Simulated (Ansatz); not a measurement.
# PBE/cc-pVTZ run of NO2F (nitryl fluoride)

Aim: the electronic atomisation energy of NO2F (nitryl fluoride) at PBE/cc-pVTZ, from 4 runs. 

Program for the calculation: Ansatz 0.2.0.

36 further runs of the same task are left out: 36 set aside as unsound or not needed.

## Step 1: The system as given

The species is NO2F (4 atoms), meant as a singlet with charge 0. SMILES: `O=[N+]([O-])F`. The shape is that of a PBE0-D4/def2-TZVP optimisation.

Bond lengths: O1–N2 1.170 Å, N2–O3 1.170 Å, N2–F4 1.442 Å. Angles: O1–N2–O3 135.6°, O1–N2–F4 112.2°, O3–N2–F4 112.2°.

## Step 2: A single-point energy at PBE/cc-pVTZ

Contents of in.yaml:

```yaml
basis:
  gaussian: {orbitals: cc-pVTZ}
crystal:
  periodic: [false, false, false]
  atoms:
    - {symbol: O, position_ang: [0.188290, 0.469930, 1.120250]}
    - {symbol: "N", position_ang: [0.079720, -0.071800, 0.089140]}
    - {symbol: O, position_ang: [0.476580, -1.068680, -0.376880]}
    - {symbol: F, position_ang: [-0.744590, 0.670550, -0.832510]}
hamiltonian: {xc: pbe}
accuracy: high
output: {orbitals: {seedname: orbitals}}
```

Run with:

```
$ ansatz run in.yaml --threads 1 --pin off --max-ram 3480MiB --events-out events.jsonl --progress --plain --runs-dir runs
```

Output:

```text
Warning: RAYON_NUM_THREADS=1 ignored (pool sized by the plan → 1); use --threads N
Functional definition: PBE
  name "PBE"
  parameter kappa = 0.804
  parameter beta = 0.06672455060314922
  exchange = pbe_x(kappa = kappa, mu = beta*pi^2/3)
  correlation = pbe_c(beta = beta)
2042 factors; integrals over basis functions are off by at most 3.0e-9 eV
mean field evaluation 1: about -8287.7397 eV, gradient 5.8e1 eV
mean field evaluation 2: about -8267.6106 eV, gradient 1.3e2 eV
mean field evaluation 4: about -8292.1156 eV, gradient 1.3e1 eV
mean field evaluation 8: about -8292.3762 eV, gradient 4.8e-1 eV
mean field evaluation 16: about -8292.3766 eV, gradient 6.4e-6 eV
mean field -8292.37658297 eV, -304.7392186495 hartree, gradient 4.0e-8 eV, S^2 0.000000; 0 other end points of the search recorded, 0 dependent functions left out
reference -8292.37658429 eV, -304.7392186978 hartree; 16, 16 occupied and 104, 104 virtual orbitals, 2042 factors
Total energy: -8292.37658429 eV, -304.7392186978 hartree
```

It took 4.5 s on 1 thread of Arm Neoverse V2, shared host; peak memory 0.28 GiB.

## Step 3: The F atom, same level

Contents of molecule.yaml:

```yaml
crystal:
  periodic: [false, false, false]
  atoms:
    - {symbol: F, position_ang: [0.000000, 0.000000, 0.000000]}
basis:
  gaussian:
    orbitals: cc-pVTZ
accuracy: high
magnetization:
  spin_polarized: true
  initial_magnetization: 1
hamiltonian:
  xc: {name: PBE}
```

Run with:

```
$ ansatz run molecule.yaml --threads 1 --pin off --max-ram 3480MiB --events-out events.jsonl --progress --plain --runs-dir runs
```

Output, shortened:

```text
Warning: RAYON_NUM_THREADS=1 ignored (pool sized by the plan → 1); use --threads N
[... 6 set-up lines as earlier in the session ...]
299 factors; integrals over basis functions are off by at most 2.7e-9 eV
mean field evaluation 1: about -2711.7868 eV, gradient 8.1e0 eV
mean field evaluation 2: about -2711.8382 eV, gradient 6.0e0 eV
mean field evaluation 4: about -2711.9232 eV, gradient 2.5e-2 eV
mean field evaluation 8: about -2711.9234 eV, gradient 1.9e-4 eV
mean field evaluation 16: about -2711.6718 eV, gradient 1.1e1 eV
mean field evaluation 32: about -2711.9234 eV, gradient 2.8e-4 eV
mean field -2711.92342171 eV, -99.6613475403 hartree, gradient 1.5e-8 eV, S^2 0.751161; 2 other end points of the search recorded, 0 dependent functions left out
reference -2711.92342231 eV, -99.6613475622 hartree; 5, 4 occupied and 25, 26 virtual orbitals, 299 factors
Total energy: -2711.92342231 eV, -99.6613475622 hartree
```

Wall time 0.62 s (1 thread of Arm Neoverse V2, shared host).

## Step 4: The N atom

Contents of run.yaml:

```yaml
crystal:
  periodic: [false, false, false]
  atoms:
    - symbol: N
      position_ang: [0.000000, 0.000000, 0.000000]
basis:
  gaussian:
    orbitals: cc-pVTZ
magnetization:
  spin_polarized: true
  initial_magnetization: 3
hamiltonian:
  xc: pbe
accuracy: high
```

Run the same way, it converges to -54.52967 Eh (log not shown).

## Step 5: The O atom

Contents of job.yaml:

```yaml
basis:
  gaussian: {orbitals: cc-pVTZ}
crystal:
  periodic: [false, false, false]
  atoms:
    - symbol: O
      position_ang: [0.000000, 0.000000, 0.000000]
total_charge: 0
magnetization: {spin_polarized: true, initial_magnetization: 2}
hamiltonian: {xc: pbe}
accuracy: high
```

Run with:

```
$ ansatz run job.yaml --threads 1 --pin off --max-ram 3480MiB --events-out events.jsonl --progress --plain --runs-dir runs
```

Output, shortened:

```text
Warning: RAYON_NUM_THREADS=1 ignored (pool sized by the plan → 1); use --threads N
[... 6 set-up lines as earlier in the session ...]
299 factors; integrals over basis functions are off by at most 2.4e-9 eV
mean field evaluation 1: about -2040.7118 eV, gradient 9.8e0 eV
mean field evaluation 2: about -2040.7562 eV, gradient 8.6e0 eV
mean field evaluation 4: about -2040.9874 eV, gradient 2.8e-2 eV
mean field evaluation 8: about -2040.9876 eV, gradient 3.4e-4 eV
mean field evaluation 16: about -2040.9865 eV, gradient 2.0e-1 eV
mean field evaluation 32: about -2040.9876 eV, gradient 3.6e-4 eV
mean field -2040.98755970 eV, -75.0049093879 hartree, gradient 4.4e-8 eV, S^2 2.002430; 2 other end points of the search recorded, 0 dependent functions left out
reference -2040.98756070 eV, -75.0049094245 hartree; 5, 3 occupied and 25, 27 virtual orbitals, 299 factors
Total energy: -2040.98756070 eV, -75.0049094245 hartree
```

Run time: 0.6 s. Hardware: 1 thread of Arm Neoverse V2, shared host.

## Step 6: What came out

Level: PBE/cc-pVTZ.

```
                     quantity          value
       molecule: total energy  -304.73922 Eh
        molecule: HOMO energy       -8.32 eV
        molecule: LUMO energy       -3.43 eV
      molecule: HOMO–LUMO gap        4.88 eV
         F atom: total energy   -99.66135 Eh
                 F atom: ⟨S²⟩          0.751
         N atom: total energy   -54.52967 Eh
                 N atom: ⟨S²⟩          3.752
         O atom: total energy   -75.00491 Eh
                 O atom: ⟨S²⟩          2.002
electronic atomisation energy      14.650 eV
```

In words: Taking the molecule apart into free atoms costs 14.65 eV (1414 kJ/mol), before zero-point energy and without spin-orbit coupling.
